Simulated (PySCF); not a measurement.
# C2H5AlBrN: core binding energies at several levels of theory, part 3 of 3

PySCF 2.14.0. Atoms count from 0. The steps go on from the part before.

### Step 8. X-ray photoelectron lines: SCAN, X2C

The job: settings as JSON, then the geometry in Å.

```
{"job": {"kind": "xps", "basis": "def2-TZVP"}, "charge": 0, "multiplicity": 1}
C      2.624930     0.149717    -0.480905
C      1.556401     0.079721     0.107669
Al    -0.145051    -0.016391     1.017245
N     -1.376778     0.125761    -0.601453
Br    -0.777764    -2.135257     1.667759
H      3.572036     0.203348    -0.988723
H     -0.618711     1.172149     1.954917
H     -1.251954     0.997019    -1.120655
H     -1.172013    -0.646262    -1.239808
H     -2.360969     0.048964    -0.337808
```

Level: delta-SCF UKS SCAN, def2-TZVP on the ionised atom, pcseg-1 elsewhere, spin-free X2C.

What it wrote:

```text
ground state, core basis on atom 0 (C), 129 functions
  cycle   1  E = -2975.36838137  |g| = 5.39e-01
  cycle   2  E = -2975.30525054  |g| = 7.05e-01
  cycle   3  E = -2975.42857598  |g| = 2.92e-01
  cycle   4  E = -2975.45201280  |g| = 4.63e-02
  cycle   5  E = -2975.45260070  |g| = 1.19e-02
  cycle   6  E = -2975.45262926  |g| = 4.22e-03
  cycle   7  E = -2975.45263064  |g| = 1.72e-03
  cycle   8  E = -2975.45263833  |g| = 3.81e-04
  E(ground) = -2975.63732761 Eh
hole in C 1s of atom 0
  cycle   1  E = -2964.21815358  |g| = 1.46e+00
  cycle   2  E = -2958.92158859  |g| = 2.37e+00
  cycle   3  E = -2964.02559466  |g| = 1.01e+00
  cycle   4  E = -2964.49666734  |g| = 7.15e-01
  cycle   5  E = -2964.72409407  |g| = 3.15e-01
  cycle   6  E = -2964.77393684  |g| = 6.06e-02
  cycle   7  E = -2964.77732590  |g| = 1.92e-02
  cycle   8  E = -2964.77778341  |g| = 9.54e-03
  cycle   9  E = -2964.77802626  |g| = 7.13e-03
  cycle  10  E = -2964.77813651  |g| = 5.29e-03
  cycle  11  E = -2964.77819119  |g| = 1.96e-03
  cycle  12  E = -2964.77819564  |g| = 8.24e-04
  cycle  13  E = -2964.77819467  |g| = 2.08e-04
  E(ion) = -2964.96120288 Eh   <S^2> = 0.8462   hole on atom = 1.000   binding energy = 290.512 eV
ground state, core basis on atom 1 (C), 129 functions
  cycle   1  E = -2975.45406712  |g| = 3.87e-02
  cycle   2  E = -2975.45128426  |g| = 1.08e-01
  cycle   3  E = -2975.45442404  |g| = 7.30e-03
  cycle   4  E = -2975.45444105  |g| = 1.74e-03
  cycle   5  E = -2975.45444085  |g| = 5.11e-04
  cycle   6  E = -2975.45444376  |g| = 1.65e-04
  E(ground) = -2975.63876021 Eh
hole in C 1s of atom 1
  cycle   1  E = -2964.24037068  |g| = 1.46e+00
  cycle   2  E = -2958.39200906  |g| = 2.40e+00
  cycle   3  E = -2963.56700194  |g| = 1.25e+00
  cycle   4  E = -2964.65355832  |g| = 4.69e-01
  cycle   5  E = -2964.67388272  |g| = 4.59e-01
  cycle   6  E = -2964.79144197  |g| = 7.56e-02
  cycle   7  E = -2964.79396476  |g| = 3.07e-02
  cycle   8  E = -2964.79478921  |g| = 1.18e-02
  cycle   9  E = -2964.79507657  |g| = 7.81e-03
  cycle  10  E = -2964.79534698  |g| = 4.04e-03
  cycle  11  E = -2964.79539046  |g| = 2.59e-03
  cycle  12  E = -2964.79539693  |g| = 1.60e-03
  cycle  13  E = -2964.79539920  |g| = 3.80e-04
  E(ion) = -2964.97843693 Eh   <S^2> = 0.8600   hole on atom = 1.000   binding energy = 290.082 eV
ground state, core basis on atom 2 (Al), 131 functions
  cycle   1  E = -2975.47580676  |g| = 4.61e-02
  cycle   2  E = -2975.47403800  |g| = 8.90e-02
  cycle   3  E = -2975.47599292  |g| = 3.03e-02
  cycle   4  E = -2975.47622724  |g| = 3.39e-03
  cycle   5  E = -2975.47622737  |g| = 9.19e-04
  cycle   6  E = -2975.47623175  |g| = 3.58e-04
  E(ground) = -2975.62396784 Eh
hole in Al 1s of atom 2
  cycle   1  E = -2916.87302227  |g| = 2.90e+00
  cycle   2  E = -2916.68536881  |g| = 1.86e+00
  cycle   3  E = -2916.93388962  |g| = 1.14e+00
  cycle   4  E = -2917.67661225  |g| = 4.64e-01
  cycle   5  E = -2917.76909615  |g| = 2.06e-01
  cycle   6  E = -2917.79448452  |g| = 3.92e-02
  cycle   7  E = -2917.79540708  |g| = 1.40e-02
  cycle   8  E = -2917.79551817  |g| = 3.38e-03
  cycle   9  E = -2917.79552271  |g| = 9.86e-04
  cycle  10  E = -2917.79552537  |g| = 5.60e-04
  cycle  11  E = -2917.79552517  |g| = 1.72e-04
  E(ion) = -2917.94579591 Eh   <S^2> = 0.7517   hole on atom = 1.000   binding energy = 1569.503 eV
hole in Al 2p of atom 2
  cycle   1  E = -2972.23015039  |g| = 1.06e+00
  cycle   2  E = -2971.87008240  |g| = 1.13e+00
  cycle   3  E = -2972.19187752  |g| = 7.26e-01
  cycle   4  E = -2972.48405740  |g| = 2.16e-01
  cycle   5  E = -2972.50638517  |g| = 8.09e-02
  cycle   6  E = -2972.51031163  |g| = 1.65e-02
  cycle   7  E = -2972.51045473  |g| = 6.88e-03
  cycle   8  E = -2972.51047820  |g| = 1.63e-03
  cycle   9  E = -2972.51048137  |g| = 4.71e-04
  E(ion) = -2972.66532301 Eh   <S^2> = 0.7516   hole on atom = 1.004   binding energy = 80.509 eV
  2p3/2 = 80.496 eV   2p1/2 = 80.961 eV
ground state, core basis on atom 3 (N), 129 functions
  cycle   1  E = -2975.46100103  |g| = 1.51e-02
  cycle   2  E = -2975.46091198  |g| = 2.20e-02
  cycle   3  E = -2975.46101155  |g| = 1.15e-02
  cycle   4  E = -2975.46104221  |g| = 3.43e-03
  cycle   5  E = -2975.46104503  |g| = 4.82e-04
  E(ground) = -2975.64327326 Eh
hole in N 1s of atom 3
  cycle   1  E = -2959.78893809  |g| = 1.79e+00
  cycle   2  E = -2951.10632529  |g| = 3.23e+00
  cycle   3  E = -2959.99444516  |g| = 7.81e-01
  cycle   4  E = -2960.37126185  |g| = 3.49e-01
  cycle   5  E = -2960.39487030  |g| = 3.01e-01
  cycle   6  E = -2960.43368722  |g| = 1.58e-01
  cycle   7  E = -2960.44712337  |g| = 1.94e-02
  cycle   8  E = -2960.44735566  |g| = 5.00e-03
  cycle   9  E = -2960.44736802  |g| = 2.26e-03
  cycle  10  E = -2960.44737120  |g| = 1.11e-03
  cycle  11  E = -2960.44736954  |g| = 1.97e-04
  E(ion) = -2960.62917737 Eh   <S^2> = 0.7632   hole on atom = 1.000   binding energy = 408.554 eV
```

Run time: 29 s. Hardware: 1 thread of Arm Neoverse V1, shared host; peak memory 0.48 GiB.

Binding energies by hole, beside the orbital energy of the ground state; the difference holds orbital relaxation and, for a density functional, its self-interaction error:

| hole | stands for | environment | ΔSCF (eV; 2p as the shell's mean) | −ε (eV) | ⟨S²⟩ |
| --- | --- | --- | --- | --- | --- |
| C1s on C0 | C0 | terminal alkyne carbon | 290.51 | 273.3 | 0.846 |
| C1s on C1 | C1 | alkyne carbon | 290.08 (doubtful) | 272.8 | 0.860 |
| Al1s on Al2 | Al2 | aluminium bonded to C, Br, N, H | 1569.50 | 1518.9 | 0.752 |
| Al2p on Al2 | Al2 | aluminium bonded to C, Br, N, H | 80.65 | 70.8 | 0.752 |
| N1s on N3 | N3 | donor nitrogen of a Lewis adduct | 408.55 | 388.3 | 0.763 |

Doubtful: the ion did not converge, its hole moved, or its ⟨S²⟩ is well above 0.75. Rows just under that mark are hardly safer.

With the spin-orbit splitting: Al2 2p3/2 80.50, 2p1/2 80.96 eV. The table gives each 2p level as the mean over the whole 2p shell (two parts 2p3/2, one part 2p1/2), which differs a little from the single hole in the log.

### Step 9. Core holes by ΔSCF: SCAN, non-relativistic

Settings changed since step 8:

```diff
@@ -1,2 +1,2 @@
-{"job": {"kind": "xps", "basis": "def2-TZVP"}, "charge": 0, "multiplicity": 1}
+{"job": {"kind": "xps", "x2c": false}, "charge": 0, "multiplicity": 1}
 C      2.624930     0.149717    -0.480905
```

Level: delta-SCF UKS SCAN, pcX-2 on the ionised atom, pcseg-1 elsewhere, non-relativistic.

What it wrote:

```text
ground state, core basis on atom 0 (C), 143 functions
  cycle   1  E = -2950.11822911  |g| = 5.27e-01
  cycle   2  E = -2950.05479850  |g| = 6.94e-01
  cycle   3  E = -2950.17283092  |g| = 2.88e-01
  cycle   4  E = -2950.19537618  |g| = 5.13e-02
  cycle   5  E = -2950.19607010  |g| = 1.26e-02
  cycle   6  E = -2950.19610515  |g| = 4.47e-03
  cycle   7  E = -2950.19611185  |g| = 1.59e-03
  cycle   8  E = -2950.19611246  |g| = 3.85e-04
  E(ground) = -2950.37818768 Eh
hole in C 1s of atom 0
  cycle   1  E = -2938.96333838  |g| = 1.50e+00
  cycle   2  E = -2933.63130271  |g| = 2.56e+00
  cycle   3  E = -2938.86425685  |g| = 9.69e-01
  cycle   4  E = -2939.25121114  |g| = 7.50e-01
  cycle   5  E = -2939.49743547  |g| = 3.00e-01
  cycle   6  E = -2939.53710039  |g| = 6.58e-02
  cycle   7  E = -2939.54051844  |g| = 2.18e-02
  cycle   8  E = -2939.54106840  |g| = 1.24e-02
  cycle   9  E = -2939.54130692  |g| = 8.26e-03
  cycle  10  E = -2939.54143049  |g| = 5.32e-03
  cycle  11  E = -2939.54149293  |g| = 2.52e-03
  cycle  12  E = -2939.54149877  |g| = 1.12e-03
  cycle  13  E = -2939.54150029  |g| = 3.15e-04
  E(ion) = -2939.72225870 Eh   <S^2> = 0.8553   hole on atom = 1.000   binding energy = 289.963 eV
ground state, core basis on atom 1 (C), 143 functions
  cycle   1  E = -2950.19716456  |g| = 5.25e-02
  cycle   2  E = -2950.19474755  |g| = 1.01e-01
  cycle   3  E = -2950.19727860  |g| = 2.77e-02
  cycle   4  E = -2950.19748703  |g| = 4.38e-03
  cycle   5  E = -2950.19749598  |g| = 8.16e-04
  cycle   6  E = -2950.19749517  |g| = 1.84e-04
  E(ground) = -2950.37920854 Eh
hole in C 1s of atom 1
  cycle   1  E = -2938.98643383  |g| = 1.50e+00
  cycle   2  E = -2933.08932764  |g| = 2.59e+00
  cycle   3  E = -2938.60921430  |g| = 1.10e+00
  cycle   4  E = -2939.38693651  |g| = 5.74e-01
  cycle   5  E = -2939.46746711  |g| = 4.17e-01
  cycle   6  E = -2939.55712960  |g| = 4.04e-02
  cycle   7  E = -2939.55879689  |g| = 1.79e-02
  cycle   8  E = -2939.55927717  |g| = 1.19e-02
  cycle   9  E = -2939.55960299  |g| = 8.61e-03
  cycle  10  E = -2939.55977796  |g| = 4.88e-03
  cycle  11  E = -2939.55983141  |g| = 2.31e-03
  cycle  12  E = -2939.55984257  |g| = 9.79e-04
  cycle  13  E = -2939.55984154  |g| = 2.27e-04
  E(ion) = -2939.74057519 Eh   <S^2> = 0.8697   hole on atom = 1.000   binding energy = 289.492 eV
ground state, core basis on atom 2 (Al), 154 functions
  cycle   1  E = -2950.22695863  |g| = 3.96e-02
  cycle   2  E = -2950.22567706  |g| = 7.45e-02
  cycle   3  E = -2950.22706925  |g| = 2.40e-02
  cycle   4  E = -2950.22722070  |g| = 5.13e-03
  cycle   5  E = -2950.22722556  |g| = 1.43e-03
  cycle   6  E = -2950.22722467  |g| = 2.42e-04
  E(ground) = -2950.37315211 Eh
hole in Al 1s of atom 2
  cycle   1  E = -2891.75975437  |g| = 3.95e+00
  cycle   2  E = -2891.56061613  |g| = 2.15e+00
  cycle   3  E = -2891.71952305  |g| = 1.26e+00
  cycle   4  E = -2892.50784935  |g| = 6.71e-01
  cycle   5  E = -2892.72000892  |g| = 2.68e-01
  cycle   6  E = -2892.76244686  |g| = 4.94e-02
  cycle   7  E = -2892.76375895  |g| = 2.22e-02
  cycle   8  E = -2892.76404523  |g| = 5.98e-03
  cycle   9  E = -2892.76406390  |g| = 1.35e-03
  cycle  10  E = -2892.76406449  |g| = 7.50e-04
  cycle  11  E = -2892.76406268  |g| = 1.96e-04
  E(ion) = -2892.91127126 Eh   <S^2> = 0.7519   hole on atom = 1.000   binding energy = 1563.617 eV
hole in Al 2p of atom 2
  cycle   1  E = -2946.98251158  |g| = 1.08e+00
  cycle   2  E = -2946.61470154  |g| = 1.19e+00
  cycle   3  E = -2946.97706659  |g| = 7.00e-01
  cycle   4  E = -2947.24027526  |g| = 2.27e-01
  cycle   5  E = -2947.26315267  |g| = 9.43e-02
  cycle   6  E = -2947.26835730  |g| = 1.78e-02
  cycle   7  E = -2947.26851399  |g| = 8.68e-03
  cycle   8  E = -2947.26855011  |g| = 2.17e-03
  cycle   9  E = -2947.26855094  |g| = 4.92e-04
  E(ion) = -2947.42139004 Eh   <S^2> = 0.7519   hole on atom = 1.004   binding energy = 80.322 eV
  2p3/2 = 80.308 eV   2p1/2 = 80.773 eV
ground state, core basis on atom 3 (N), 143 functions
  cycle   1  E = -2950.20468233  |g| = 4.54e-02
  cycle   2  E = -2950.20462512  |g| = 1.89e-02
  cycle   3  E = -2950.20430842  |g| = 3.85e-02
  cycle   4  E = -2950.20471977  |g| = 6.04e-03
  cycle   5  E = -2950.20472605  |g| = 6.41e-04
  cycle   6  E = -2950.20472615  |g| = 1.87e-04
  E(ground) = -2950.38433572 Eh
hole in N 1s of atom 3
  cycle   1  E = -2934.53833751  |g| = 1.85e+00
  cycle   2  E = -2925.79523563  |g| = 3.45e+00
  cycle   3  E = -2934.80926231  |g| = 7.42e-01
  cycle   4  E = -2935.12561929  |g| = 3.79e-01
  cycle   5  E = -2935.17191005  |g| = 2.78e-01
  cycle   6  E = -2935.20380877  |g| = 1.55e-01
  cycle   7  E = -2935.21669864  |g| = 1.97e-02
  cycle   8  E = -2935.21692606  |g| = 4.89e-03
  cycle   9  E = -2935.21693724  |g| = 2.26e-03
  cycle  10  E = -2935.21694190  |g| = 1.13e-03
  cycle  11  E = -2935.21694289  |g| = 2.08e-04
  E(ion) = -2935.39644676 Eh   <S^2> = 0.7643   hole on atom = 1.000   binding energy = 407.841 eV
```

Run time: 31 s. Hardware: 1 thread of Arm Neoverse V1, shared host; peak memory 0.48 GiB.

The holes in one table. −ε is the ground-state orbital energy:

| hole | stands for | environment | ΔSCF (eV; 2p as the shell's mean) | −ε (eV) | ⟨S²⟩ |
| --- | --- | --- | --- | --- | --- |
| C1s on C0 | C0 | terminal alkyne carbon | 289.96 (doubtful) | 273.3 | 0.855 |
| C1s on C1 | C1 | alkyne carbon | 289.49 (doubtful) | 272.7 | 0.870 |
| Al1s on Al2 | Al2 | aluminium bonded to C, Br, N, H | 1563.62 | 1515.2 | 0.752 |
| Al2p on Al2 | Al2 | aluminium bonded to C, Br, N, H | 80.46 | 70.8 | 0.752 |
| N1s on N3 | N3 | donor nitrogen of a Lewis adduct | 407.84 | 388.2 | 0.764 |

Doubtful: the ion did not converge, its hole moved, or its ⟨S²⟩ is well above 0.75.

With the spin-orbit splitting: Al2 2p3/2 80.31, 2p1/2 80.77 eV. The table gives each 2p level as the mean over the whole 2p shell (two parts 2p3/2, one part 2p1/2), which differs a little from the single hole in the log.

### Step 10. Outcome

The summary covers parts 1 to 3.

```
                                                        quantity                    value
                               Al1s binding energies, SCAN/pcX-2           Al2 1566.78 eV
                               Al2p binding energies, SCAN/pcX-2             Al2 80.42 eV
                                N1s binding energies, SCAN/pcX-2             N3 408.05 eV
                               C1s binding energies, B3LYP/pcX-2  C0 290.21, C1 289.74 eV
                              Al1s binding energies, B3LYP/pcX-2           Al2 1565.68 eV
                              Al2p binding energies, B3LYP/pcX-2             Al2 80.38 eV
                               N1s binding energies, B3LYP/pcX-2             N3 407.99 eV
                                C1s binding energies, PBE0/pcX-2  C0 289.67, C1 289.23 eV
                               Al1s binding energies, PBE0/pcX-2           Al2 1564.83 eV
                               Al2p binding energies, PBE0/pcX-2             Al2 80.06 eV
                                N1s binding energies, PBE0/pcX-2             N3 407.50 eV
                                 C1s binding energies, PBE/pcX-2  C0 289.23, C1 288.82 eV
                                Al1s binding energies, PBE/pcX-2           Al2 1563.76 eV
                                Al2p binding energies, PBE/pcX-2             Al2 79.74 eV
                                 N1s binding energies, PBE/pcX-2             N3 407.05 eV
                                 Al1s binding energies, HF/pcX-2           Al2 1567.53 eV
                                 Al2p binding energies, HF/pcX-2             Al2 79.75 eV
                                  N1s binding energies, HF/pcX-2             N3 407.95 eV
    C1s binding energies, SCAN/pcX-1 (standing for 1 of 2 atoms)             C0 290.12 eV
                               Al1s binding energies, SCAN/pcX-1           Al2 1566.87 eV
                               Al2p binding energies, SCAN/pcX-1             Al2 80.60 eV
                                N1s binding energies, SCAN/pcX-1             N3 408.12 eV
C1s binding energies, SCAN/def2-TZVP (standing for 1 of 2 atoms)             C0 290.51 eV
                           Al1s binding energies, SCAN/def2-TZVP           Al2 1569.50 eV
                           Al2p binding energies, SCAN/def2-TZVP             Al2 80.65 eV
                            N1s binding energies, SCAN/def2-TZVP             N3 408.55 eV
             Al1s binding energies, SCAN/pcX-2, non-relativistic           Al2 1563.62 eV
             Al2p binding energies, SCAN/pcX-2, non-relativistic             Al2 80.46 eV
              N1s binding energies, SCAN/pcX-2, non-relativistic             N3 407.84 eV
```

In words: Single values in the summary come from the first sound run of each kind (SCAN/pcX-2), which need not be the best level. At B3LYP/pcX-2: C0 (terminal alkyne carbon) binds its C1s electron 0.46 eV more tightly than C1 (alkyne carbon). At PBE0/pcX-2: C0 (terminal alkyne carbon) binds its C1s electron 0.44 eV more tightly than C1 (alkyne carbon). At PBE/pcX-2: The C1s levels kept as sound span 0.40 eV, from C1 (alkyne carbon) up to C0 (terminal alkyne carbon).
